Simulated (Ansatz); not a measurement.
Runs of Ansatz 0.2.0 on Ge2Sb2Te5. It takes space group Cm (No. 8, monoclinic). The conventional cell has a = 13.678 Å, b = 6.132 Å, c = 9.672 Å, α = 90.00°, β = 134.93°, γ = 90.00°. Around Te (site symmetry m) lie 2 Ge at 2.85 to 3.19 Å and 3 Sb at 3.07 to 3.14 Å. Te (site symmetry m) has 2 Sb at 2.95 to 3.20 Å and 3 Ge at 3.07 to 3.08 Å as nearest neighbours. Te (site symmetry m) has 3 Ge at 2.82 to 3.07 Å and 2 Sb at 3.14 to 3.19 Å as nearest neighbours. Around Te (site symmetry m) lie 2 Ge at 2.95 to 3.00 Å and 2 Sb at 3.02 to 3.06 Å. Around Te (site symmetry m) lie 3 Sb at 2.98 to 3.07 Å and 2 Ge at 3.05 to 3.20 Å. Around Sb (site symmetry m) lie 6 Te at 2.95 to 3.19 Å. Sb (site symmetry m) is surrounded by 6 Te at 2.98 to 3.20 Å. Ge (site symmetry m) has 6 Te at 2.82 to 3.19 Å as nearest neighbours. The cell comes from a database or a generator and needn't be the stable form of this composition.

```tsv
task	cell	k mesh	smearing	points for each segment of the path	gap on the mesh (eV)	pressure (GPa)	largest force (eV/Å)
relaxation of cell and atoms	relaxed	5 × 5 × 4	fermi-dirac 0.05 eV	-	0.23	0.0	0.01
single point	as given	4 × 4 × 3	fermi-dirac 0.05 eV	-	(a)	-0.1	0.16
band structure	as given	5 × 5 × 4	fermi-dirac 0.05 eV	10	0.26	-0.1	0.20
single point	as given	5 × 5 × 4	gaussian 0.011 eV	-	0.26	-0.1	0.20
```

Alike in all rows: level PBE; potentials or basis Ansatz PAW; no spin polarisation; cutoff (eV) 420.

**Question.** Estimate the missing entries.

**Answer.** (a) 0.06.

Caveats: spin-orbit coupling is left out, which moves the levels of the heavy elements; odd divisions of the mesh miss points on the zone boundary, where band edges often lie, so the gap on the mesh can be too wide (some runs); the plane-wave basis is chosen anew once the cell has moved, so the energies of steps on either side of that aren't comparable (some runs); the k mesh misses the band edges, so the gap on the mesh is wider than the one along the path (some runs).

A k mesh can miss the band edges, and the runs leave out spin-orbit coupling on Ge, Sb, Te.
